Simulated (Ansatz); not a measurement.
Ta3N under changes of volume

One of the cells (14.978 Å³/atom); the others are scaled copies at fixed shape and fractional positions:

```
CELL_PARAMETERS angstrom
3.03222 0.00000 0.00000
-1.51611 2.62598 0.00000
0.00000 0.00000 7.52414
ATOMIC_POSITIONS crystal
Ta 0.66667 0.33333 0.82607
Ta 0.33333 0.66667 0.17393
Ta 0.00000 0.00000 0.50000
N 0.00000 0.00000 0.00000
```

The cell comes from a database or a generator and needn't be the stable form of this composition.

```yaml
Program: Ansatz 0.2.0
Functional: r2SCAN
Potentials_or_basis: Ansatz PAW
Cutoff: "500 eV (not typed: the program's choice for these potentials)"
k_mesh: 10 × 10 × 4
Occupations: fermi-dirac, width 0.05 eV
Spin: no spin polarisation
```

```tsv
volume (Å³/atom)	energy over the lowest point (meV/atom)	pressure (GPa)	largest force (eV/Å)
14.079	26.38	13.3	0.345
14.379	7.50	7.0	0.191
14.678	0.00	1.2	0.052
14.978	2.75	-4.0	0.072
15.277	14.71	-8.7	0.184
15.577	?	?	?
15.877	62.71	-16.7	0.378
```

Problem. What does the run at 15.577 Å³/atom give?

Solution. Energy over the lowest point 34.97 meV/atom; pressure -12.9 GPa; largest force 0.286 eV/Å.

Worked out: A Birch-Murnaghan fit of order 3 (a polynomial in V^(-2/3)) to the other rows has its minimum at 14.74 Å³/atom with B0 = V·E''(V) = 263 GPa and B' = 4.2 at fixed shape and positions, which overstates the stiffness. It gives 34.97 meV/atom at 15.577 Å³/atom, against the run's 34.97, and -dE/dV = -12.9 GPa, against -12.9.

Energies are extrapolated to zero smearing.

Caveats: the PAW data sets come from PBE, with cores solved anew for the run's functional, which leaves a small shift of forces and pressure.
